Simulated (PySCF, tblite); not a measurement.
# C5H8F3PSi: infrared bands and NMR shifts

Aim: predict the infrared bands and NMR shifts of C5H8F3PSi (`FC(F)(F)C1=C([SiH3])CPC1`).

Programs: tblite 0.8.0 and PySCF 2.14.0, with density-fitted response routines of our own. Each step states its level of theory. These are calculated values for one molecule in the gas phase, unless marked as measured. Atoms are numbered from 0 throughout.

## 1. The starting structure

18 atoms, charge 0, multiplicity 1; geometry from: GFN2-xTB.

Bonds of the start (Å): F0–C1 1.35, C1–F2 1.35, C1–F3 1.34, C1–C4 1.49, C4–C5 1.33, C5–Si6 1.90, C5–C7 1.50, C7–P8 1.87, P8–C9 1.87, C9–C4 1.51, Si6–H10 1.47, Si6–H11 1.46, Si6–H12 1.46, C7–H13 1.10, C7–H14 1.09, P8–H15 1.41, C9–H16 1.10, C9–H17 1.09.

## 2. Harmonic vibrations with GFN2-xTB

The job: settings as JSON, then the geometry in Å.

```
{"job": {"kind": "ir", "xc": "GFN2-xTB", "basis": "xTB"}, "charge": 0, "multiplicity": 1}
F     -1.019822     2.328228     1.315468
C     -0.446078     1.937326     0.158860
F     -1.093420     2.607769    -0.814894
F      0.803663     2.429658     0.182226
C     -0.522204     0.461075    -0.031575
C      0.512202    -0.371684    -0.112404
Si     2.353996     0.066189    -0.008817
C      0.106937    -1.800120    -0.341309
P     -1.712252    -1.949317     0.065950
C     -1.909382    -0.107830    -0.168099
H      3.059569    -1.213462    -0.124681
H      2.615661     0.668316     1.294590
H      2.701325     0.935996    -1.127568
H      0.266455    -2.057936    -1.394005
H      0.695057    -2.501549     0.252260
H     -1.505234    -1.842142     1.451944
H     -2.306679     0.103028    -1.167803
H     -2.608555     0.312772     0.558199
```

**Question.** This job is followed by: GIAO PBE0/pcSseg-1 NMR shielding, non-relativistic, gas phase. What will the session give for the following? strongest single infrared mode (GFN2-xTB); zero-point energy (GFN2-xTB); ¹³C shifts against TMS (PBE0/pcSseg-1); ¹H shifts against TMS (PBE0/pcSseg-1, means over atoms taken as alike); ¹⁹F shifts against CFCl3 (PBE0/pcSseg-1, means over atoms taken as alike); ²⁹Si shifts against TMS (PBE0/pcSseg-1); ³¹P shifts against H3PO4 (PBE0/pcSseg-1).

As calculated:

| quantity | value |
| --- | --- |
| strongest single infrared mode (GFN2-xTB) | 2310 cm⁻¹, 359 km/mol |
| zero-point energy (GFN2-xTB) | 71.0 kcal/mol |
| ¹³C shifts against TMS (PBE0/pcSseg-1) | 152.3, 151.8, 133.6, 41.2, 33.4 ppm |
| ¹H shifts against TMS (PBE0/pcSseg-1, means over atoms taken as alike) | 4.34, 3.47, 2.88, 2.87 ppm |
| ¹⁹F shifts against CFCl3 (PBE0/pcSseg-1, means over atoms taken as alike) | -79.1 ppm |
| ²⁹Si shifts against TMS (PBE0/pcSseg-1) | -78.4 ppm |
| ³¹P shifts against H3PO4 (PBE0/pcSseg-1) | -73.5 ppm |

The lowest mode is slightly imaginary (2i cm⁻¹), a soft motion within the noise of the Hessian, so the minimum is not strictly shown. The strongest single mode, at 2310 cm⁻¹, moves mainly H12 and H11. GFN2-xTB is a fitted tight-binding method: band positions and strengths are rough. Its intensities can rank the bands wrongly. At PBE0/pcSseg-1: The widest tensor belongs to C5: span 216 ppm, with a paramagnetic part of -223 ppm.
